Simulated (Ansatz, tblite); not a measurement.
# RuO3(NH) (HNO₃Ru): spin states and exact exchange

Aim: set other spin states of RuO3(NH) (HNO₃Ru) against its singlet, on many levels of theory.

Method: as each input shows; program: Ansatz 0.2.0, Gaussian basis.

Plan: triplet, at the geometry of the singlet (GFN1-xTB, GFN2-xTB, PBE0-D4/def2-TZVP, PBE-D4/def2-TZVP, r2SCAN-D4/def2-TZVP); the singlet's energies come from earlier runs.

1 further run of the same task is left out (set aside as unsound or not needed).

**1. The structure**

The geometry is that of the singlet, from an earlier relaxation (PBE0-D4/def2-SVP).

6 atoms, charge 0, spin multiplicity 1.

Bond lengths: Ru1–O2 1.674 Å, Ru1–O3 1.667 Å, Ru1–O4 1.674 Å, Ru1–N5 1.713 Å, N5–H6 1.026 Å. Angles: O2–Ru1–O3 111.3°, O2–Ru1–O4 107.8°, O2–Ru1–N5 109.6°, O3–Ru1–O4 111.3°, O3–Ru1–N5 107.3°, O4–Ru1–N5 109.6°, Ru1–N5–H6 129.8°.

Formally the metal is d0. Ru takes a core potential in the def2 sets. No spin-orbit coupling is included.

**2. Triplet at the fixed geometry, GFN1-xTB**

Tight binding, by tblite at 300 K electronic temperature and without a spin-polarisation term:

```python
tblite.interface.Calculator('GFN1-xTB', numbers, positions, charge=0, uhf=2).singlepoint()
```

Energy -568.3025 eV; 0.004 s.

**3. Triplet at the fixed geometry, GFN2-xTB**

Tight binding, by tblite at 300 K electronic temperature and without a spin-polarisation term:

```python
tblite.interface.Calculator('GFN2-xTB', numbers, positions, charge=0, uhf=2).singlepoint()
```

Energy -502.8969 eV; 0.004 s.

**4. Triplet at the fixed geometry, PBE0-D4/def2-TZVP**

File in.yaml:

```yaml
crystal:
  periodic: [false, false, false]
  atoms:
    - {symbol: Ru, position_ang: [0.264539, 0.327607, 0.102456]}
    - {symbol: O, position_ang: [0.110529, 0.296177, 1.768617]}
    - {symbol: O, position_ang: [1.861245, 0.467113, -0.356221]}
    - {symbol: O, position_ang: [-0.648034, 1.607897, -0.470942]}
    - {symbol: N, position_ang: [-0.327457, -1.139096, -0.555895]}
    - {symbol: H, position_ang: [-1.260823, -1.559698, -0.488015]}
basis:
  gaussian: {orbitals: def2-TZVP}
magnetization: {spin_polarized: true, initial_magnetization: 2}
hamiltonian: {xc: pbe0, dispersion: d4}
scf: {omitted_lower_state_checks: [starts]}
output: {orbitals: {seedname: orbitals}}
```

Started as:

```bash
$ ansatz run in.yaml --threads 4 --pin off --events-out ev --progress --plain --max-ram 3916MiB
```

Log:

```text
Functional definition: PBE0
  name "PBE0"
  cite "Adamo & Barone, J. Chem. Phys. 110, 6158 (1999) doi:10.1063/1.478522"
  cite "Perdew, Burke & Ernzerhof, Phys. Rev. Lett. 77, 3865 (1996) doi:10.1103/PhysRevLett.77.3865"
  parent pbe
  parameter a = 0.25
  parameter kappa = 0.804
  parameter beta = 0.06672455060314922
  exchange = (1 - a)*pbe_x(kappa = kappa, mu = beta*pi^2/3) + a*exact_x
  correlation = pbe_c(beta = beta)
these checks for a lower state are left out or cut short: starts
1030 factors; their error is unknown
mean field evaluation 1: about -10202.9364 eV, gradient 7.5e1 eV
mean field evaluation 2: about -10061.8841 eV, gradient 2.1e2 eV
mean field evaluation 4: about -10213.1646 eV, gradient 4.3e1 eV
mean field evaluation 8: about -10219.9567 eV, gradient 4.7e-1 eV
mean field evaluation 16: about -10219.9986 eV, gradient 2.0e-2 eV
mean field evaluation 32: about -10219.9986 eV, gradient 2.3e-4 eV
mean field -10219.99862262 eV, -375.5780220173 hartree, gradient 7.0e-6 eV, S^2 2.082744; 0 other end points of the search recorded, 0 dependent functions left out
reference -10219.99865707 eV, -375.5780232836 hartree; 25, 23 occupied and 145, 147 virtual orbitals, 1030 factors
Total energy: -10220.13066547 eV, -375.5828745027 hartree
Checks for a lower state left out: starts
```

It took 11 s on 4 threads of Arm Neoverse V1, shared host; peak memory 0.65 GiB.

HOMO -7.15 eV, LUMO -6.15 eV (over both spins); ⟨S²⟩ 2.083 (pure: 2.00).

**5. Triplet at the fixed geometry, PBE-D4/def2-TZVP**

start.molden holds the orbitals of an earlier run on this state, given as this run's starting guess.

Edit in.yaml of step 4 so:

```diff
@@ -10,5 +10,5 @@
 basis:
-  gaussian: {orbitals: def2-TZVP}
+  gaussian: {orbitals: def2-TZVP, initial_orbitals: start.molden}
 magnetization: {spin_polarized: true, initial_magnetization: 2}
-hamiltonian: {xc: pbe0, dispersion: d4}
+hamiltonian: {xc: pbe, dispersion: d4}
 scf: {omitted_lower_state_checks: [starts]}
```

Same command.

Log:

```text
Functional definition: PBE
  name "PBE"
  cite "Perdew, Burke & Ernzerhof, Phys. Rev. Lett. 77, 3865 (1996) doi:10.1103/PhysRevLett.77.3865"
  parent pbe
  parameter kappa = 0.804
  parameter beta = 0.06672455060314922
  exchange = pbe_x(kappa = kappa, mu = beta*pi^2/3)
  correlation = pbe_c(beta = beta)
these checks for a lower state are left out or cut short: starts
1006 factors; their error is unknown
mean field evaluation 1: about -10223.1882 eV, gradient 7.6e0 eV
mean field evaluation 2: about -10223.4268 eV, gradient 3.5e-1 eV
mean field evaluation 4: about -10223.4249 eV, gradient 1.5e-1 eV
mean field evaluation 8: about -10223.4249 eV, gradient 2.1e-3 eV
mean field evaluation 16: about -10223.4249 eV, gradient 6.1e-6 eV
mean field -10223.42492856 eV, -375.7039364383 hartree, gradient 6.2e-6 eV, S^2 2.019462; 0 other end points of the search recorded, 0 dependent functions left out
reference -10223.42498023 eV, -375.7039383372 hartree; 25, 23 occupied and 145, 147 virtual orbitals, 1006 factors
Total energy: -10223.58322266 eV, -375.7097536391 hartree
Checks for a lower state left out: starts
```

Run time: 6.5 s. Hardware: 4 threads of Arm Neoverse V1, shared host.

From the report: HOMO -5.25 eV, LUMO -7.32 eV (over both spins; with the spin held, an empty level of the minority spin lies below the top filled one); ⟨S²⟩ 2.019 (pure: 2.00).

**6. Triplet at the fixed geometry, r2SCAN-D4/def2-TZVP**

Edit in.yaml of step 5 so:

```diff
@@ -12,3 +12,3 @@
 magnetization: {spin_polarized: true, initial_magnetization: 2}
-hamiltonian: {xc: pbe, dispersion: d4}
+hamiltonian: {xc: r2scan, dispersion: d4}
 scf: {omitted_lower_state_checks: [starts]}
```

Same command.

Log (excerpt; [...] marks lines left out):

```text
Functional definition: r2SCAN
  name "r2SCAN"
  cite "Furness, Kaplan, Ning, Perdew & Sun, J. Phys. Chem. Lett. 11, 8208 (2020) doi:10.1021/acs.jpclett.0c02405"
  cite "Furness, Kaplan, Ning, Perdew & Sun, J. Phys. Chem. Lett. 11, 9248 (2020) doi:10.1021/acs.jpclett.0c03077"
  parent r2scan
[...]
1006 factors; their error is unknown
[...]
mean field -10227.49101923 eV, -375.8533625145 hartree, gradient 6.5e-6 eV, S^2 2.048702; 0 other end points of the search recorded, 0 dependent functions left out
reference -10227.49103508 eV, -375.8533630966 hartree; 25, 23 occupied and 145, 147 virtual orbitals, 1006 factors
Total energy: -10227.52646558 eV, -375.8546651438 hartree
Checks for a lower state left out: starts
```

It took 13 s on 4 threads of Arm Neoverse V1, shared host.

From the report: HOMO -5.63 eV, LUMO -7.01 eV (over both spins; with the spin held, an empty level of the minority spin lies below the top filled one); ⟨S²⟩ 2.049 (pure: 2.00).

**7. Triplet less singlet, vertical**

The singlet's energies are those of its earlier runs, whose logs aren't repeated here.

| level | triplet less singlet, vertical (eV) | time |
| --- | --- | --- |
| GFN1-xTB | +2.552 | 0.007 s |
| GFN2-xTB | +2.602 | 0.007 s |
| PBE-D4/def2-TZVP | +2.302 | 7.8 s |
| r2SCAN-D4/def2-TZVP | +2.051 | 16 s |
| PBE0-D4/def2-TZVP | +1.655 | 12 s |

Times add the two runs; a level without a time comes out of a correlated run. Tight binding without a spin term can't rank spin states.

**8. What came out**

| quantity | value |
| --- | --- |
| triplet less singlet, vertical, functionals in def2-TZVP | +1.655 (PBE0-D4) to +2.302 eV (PBE-D4) |

What this shows: All functionals put the triplet above the singlet, over a spread of 0.647 eV. The checks for a lower triplet were left out, so another state of that spin may lie lower. The singlet here is a closed shell; an open-shell singlet can lie lower. These are electronic energies, without zero-point motion, entropy or surroundings.
